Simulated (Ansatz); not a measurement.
# Sr2TeS: a single-point run

Aim: a sound single-point run of Sr2TeS. The structure is shown as the input types it. The cell is built on a prototype (ordering on rocksalt) and needn't be the phase found in nature.

Computed with Ansatz 0.2.0 (density functional or hybrid calculation with the settings of its input, plane waves (as first typed), unless a step's input says otherwise).

3 further runs of the same task are left out: 1 for a known fault of the program, 2 that didn't finish.

## 1. The starting structure

It takes space group P4/mmm (No. 123, tetragonal). The conventional cell has a = 4.533 Å, b = 4.533 Å, c = 6.414 Å, α = 90.00°, β = 90.00°, γ = 90.00°. S (site symmetry 4/mmm) has 6 Sr at 3.21 Å as nearest neighbours. Sr (site symmetry 4/mmm) is surrounded by 4 Te at 3.21 Å and 2 S at 3.21 Å. Te (site symmetry 4/mmm) is surrounded by 6 Sr at 3.21 Å. Sr (site symmetry 4/mmm) is surrounded by 4 S at 3.21 Å and 2 Te at 3.21 Å.

As a file:

```cif
data_structure
_symmetry_space_group_name_H-M 'P4/mmm'
_symmetry_Int_Tables_number 123
_cell_length_a 4.5334
_cell_length_b 4.5334
_cell_length_c 6.4137
_cell_angle_alpha 90.000
_cell_angle_beta 90.000
_cell_angle_gamma 90.000
_cell_volume 131.81
loop_
_atom_site_label
_atom_site_type_symbol
_atom_site_symmetry_multiplicity
_atom_site_Wyckoff_symbol
_atom_site_fract_x
_atom_site_fract_y
_atom_site_fract_z
_atom_site_occupancy
S1 S 1 a 0.00000 0.00000 0.00000 1
Sr1 Sr 1 b 0.00000 0.00000 0.50000 1
Te1 Te 1 d 0.50000 0.50000 0.50000 1
Sr2 Sr 1 c 0.50000 0.50000 0.00000 1
```

## 2. Input and run

input.yaml

```yaml
crystal:
  lattice:
    - [4.5333613764, 0.0, 0.0]
    - [0.0, 4.5333613764, 0.0]
    - [0.0, 0.0, 6.4137235356]
  atoms:
    - { symbol: S, position: [0.0, 0.0, 0.0] }
    - { symbol: Sr, position: [0.0, 0.0, 0.5] }
    - { symbol: Te, position: [0.5, 0.5, 0.5] }
    - { symbol: Sr, position: [0.5, 0.5, 0.0] }
kpoints:
  mp_grid: { grid: [2, 4, 6] }
hamiltonian:
  xc: pbe
scf:
  occupations: { method: fixed }
  n_extra_bands: 5
output:
  forces: true
  stress: true
  eigenvalues: true
```

Launch:

```
> ansatz run input.yaml --threads 4 --pin off --max-ram 3686MiB --backend cpu --events-out ev --progress --plain --runs-dir out
```

What happens when this is run?

The program finished normally, with warnings (symmetry narrowed by mesh). Its log warns: «crystal.symmetry: narrowed to the stabiliser of the k-point mesh — unitary ops 16 → 8; excluded 8 operations that carry a point of the 2×4×6 mesh (shift [0, 0 ...»

In the input, kpoints.mp_grid.grid is [2, 4, 6]. Unequal divisions along equivalent axes break the crystal's symmetry in the sampling.

Run again and compare: set kpoints.mp_grid.grid to [4, 4, 4].
